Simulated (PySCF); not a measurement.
**A diatomic session: NaSr−**

An exercise on one series of results from a longer session: the logs are not shown, and one member is left open.

The runs use PySCF 2.14.0; Na aug-cc-pVDZ-DK, Sr aug-cc-pVDZ-X2C, spin-free X2C with a Gaussian nucleus.

4 further runs of the same task are left out: 4 set aside as unsound or not needed.

The first run:

A driver script around PySCF takes these settings:

```json
{
 "atoms": "Na, Sr",
 "charge": "-1",
 "basis": "Na aug-cc-pVDZ-DK, Sr aug-cc-pVDZ-X2C",
 "Hamiltonian": "spin-free X2C with a Gaussian nucleus",
 "basis functions": "72",
 "electrons treated": "50",
 "masses in u": "22.9898, 87.9056",
 "levels": "PBE0, PBE, r²SCAN, M06-L, M06-2X, TPSS, MP2, SCS-MP2, CCSD, CCSD(T)",
 "grid": "80 radial by 434 angular points",
 "occupations": "held fixed by the projection of orbital angular momentum",
 "dissociation limit": "Na− + Sr, each in its ground configuration",
 "starting distance in angstrom": "3.385",
 "values of 2S to try": "0, 2"
}
```

Command:

```
OMP_NUM_THREADS=1 python dia.py task.json out
```

Steps of the session up to this table: Input; PBE0 along the bond; PBE; r²SCAN (meta-GGA); M06-L; M06-2X (hybrid meta-GGA); TPSS (meta-GGA); Correlated methods on the Hartree–Fock reference.

One table of the session follows, with a row left open; its other results are not shown here.

It belongs to the step «The curves together». Energy (eV) from each level's lowest point:

```
R (Å)  RHF-MP2  RHF-SCS-MP2  RHF-CCSD  RHF-CCSD(T)    PBE
3.566    0.091        0.100       n/a          n/a  0.087
3.731    0.041        0.047     0.037        0.030  0.036
3.897    0.013        0.017     0.011        0.007  0.010
4.022    0.003        0.005     0.002        0.000  0.001
4.146    0.000        0.000     0.000        0.000  0.000
4.270        ?            ?         ?            ?      ?
4.436    0.010        0.007     0.014        0.018  0.017
4.644    0.027        0.022     0.033        0.040  0.040
4.892    0.052        0.045     0.060        0.071  0.072
5.224    0.088        0.078       n/a          n/a  0.119
```

Estimate the missing values for R (Å) = 4.270.

Worked estimate for «RHF-MP2». A straight line through the neighbours (4.146, 0.000) and (4.436, 0.010) gives 0.000 + (0.010 − 0.000) × (4.270 − 4.146) / (4.436 − 4.146) = 0.004; a parabola fitted to 4 rows on both sides gives 0.002.

**Answer.** RHF-MP2: 0.002; RHF-SCS-MP2: 0.001; RHF-CCSD: 0.003; RHF-CCSD(T): 0.005; PBE: 0.005. In «RHF-MP2» the line misses by +0.002 and the parabola by 0.000.
